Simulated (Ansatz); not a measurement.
# Pt: the cost of one run

Program: Ansatz 0.2.0. Level of theory: DFT LDA, scalar-relativistic, plane waves, PAW. These are calculated values, not measurements.

The COD entry's cell or inner coordinates are ideal or old and differ from later refinements, so a difference from it is no clean test against experiment.

26 further runs of the same task are left out: 26 set aside as unsound or not needed.

## Step 1: The starting structure

It takes space group Fm-3m (No. 225, cubic). The conventional cell has a = 3.894 Å, b = 3.894 Å, c = 3.894 Å, α = 90.00°, β = 90.00°, γ = 90.00°. Pt (site symmetry m-3m) is surrounded by 12 Pt at 2.75 Å.

Coordinates:

```xyz
1
Lattice="0.0000 1.9468 1.9468 1.9468 0.0000 1.9468 1.9468 1.9468 0.0000" Properties=species:S:1:pos:R:3 pbc="T T T"
Pt    0.0000    0.0000    0.0000
```

It is the result of an earlier relaxation at this level (volume 14.76 Å³/atom; gap on the mesh: none (metal)).

## Step 2: What is varied

The energy is mapped over volume and the cell's shape.

- volume per atom: 7 values from 12.98 to 16.53 Å³
- c/a of the conventional cell: 9 values from 0.629 to 1.167

Nothing else is relaxed (symmetry fixes all fractional coordinates). Energies count from the relaxed crystal. Points are written as (first, second).

## Step 3: Grid point (12.98 Å³, 0.629)

input.yaml

```yaml
crystal:
  lattice:
    - [0.0, 2.1770801336, 1.3698188201]
    - [2.1770801336, 0.0, 1.3698188201]
    - [2.1770801336, 2.1770801336, 0.0]
  atoms:
    - { symbol: Pt, position: [0.0, 0.0, 0.0] }
basis:
  ecutwfc: 420
kpoints:
  mp_grid: { grid: [22, 22, 22] }
hamiltonian:
  xc: lda
  pseudopotentials: { kind: paw, azcp: { folder: soft_1 } }
scf:
  occupations: { method: gaussian, width: 0.15 }
output:
  forces: true
  stress: true
  eigenvalues: true
  write_density: true
  write_potential: true
  elf: true
  volumetric_format: npy
```

Run with:

```bash
$ ansatz run input.yaml --threads 1 --pin off --max-ram 2048MiB --backend cpu --events-out ev --progress --plain --runs-dir out
```

**Question.** How long does this run take on 1 thread of Intel Xeon 6975P-C (Granite Rapids), shared host, and how much memory does it need?

About 7 s, with a peak of 0.44 GiB.
